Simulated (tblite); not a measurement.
# C4H9ClOSi: the cost of one run

The runs use tblite 0.8.0 and PySCF 2.14.0, with density-fitted response routines of our own; the level of theory stands in each step. All values are computed, except where a source is named. Atoms are numbered from 0 throughout.

**1. Starting geometry**

16 atoms, charge 0, multiplicity 1; geometry from: force field or distance geometry start.

Bonds of the start (Å): C0–C1 1.52, C1–Cl2 1.78, C1–C3 1.50, C3–C4 1.34, C4–O5 1.38, O5–Si6 1.67, C0–H7 1.10, C0–H8 1.10, C0–H9 1.09, C1–H10 1.09, C3–H11 1.10, C4–H12 1.08, Si6–H13 1.48, Si6–H14 1.48, Si6–H15 1.49.

**2. Geometry optimisation with GFN2-xTB**

What the job is given:

```
{"job": {"kind": "relax", "xc": "GFN2-xTB", "basis": "xTB"}, "charge": 0, "multiplicity": 1}
C     -2.420800    -0.654800    -0.668200
C     -1.545200     0.468500    -0.144300
Cl    -2.552100     1.753700     0.567100
C     -0.615100    -0.030700     0.927500
C      0.719400    -0.091700     0.849000
O      1.390300     0.309200    -0.283800
Si     3.059200     0.265600    -0.345800
H     -3.030600    -1.099000     0.129800
H     -3.104500    -0.278600    -1.438200
H     -1.829600    -1.448400    -1.114000
H     -0.994900     0.916900    -0.967000
H     -1.081400    -0.383700     1.860800
H      1.322000    -0.458300     1.671100
H      3.531100     0.740700    -1.668900
H      3.521300    -1.123000    -0.127200
H      3.623200     1.122500     0.740500
```

Run with:

```sh
$ OMP_NUM_THREADS=1 python probes_run.py task.json out
```

The driver reads the jobs from task.json and runs them one after another.

**Question.** How long does this first job take on 1 thread of Arm Neoverse N1, shared host, and how much memory does it need?

About 1.2 s, with a peak of 0.18 GiB.
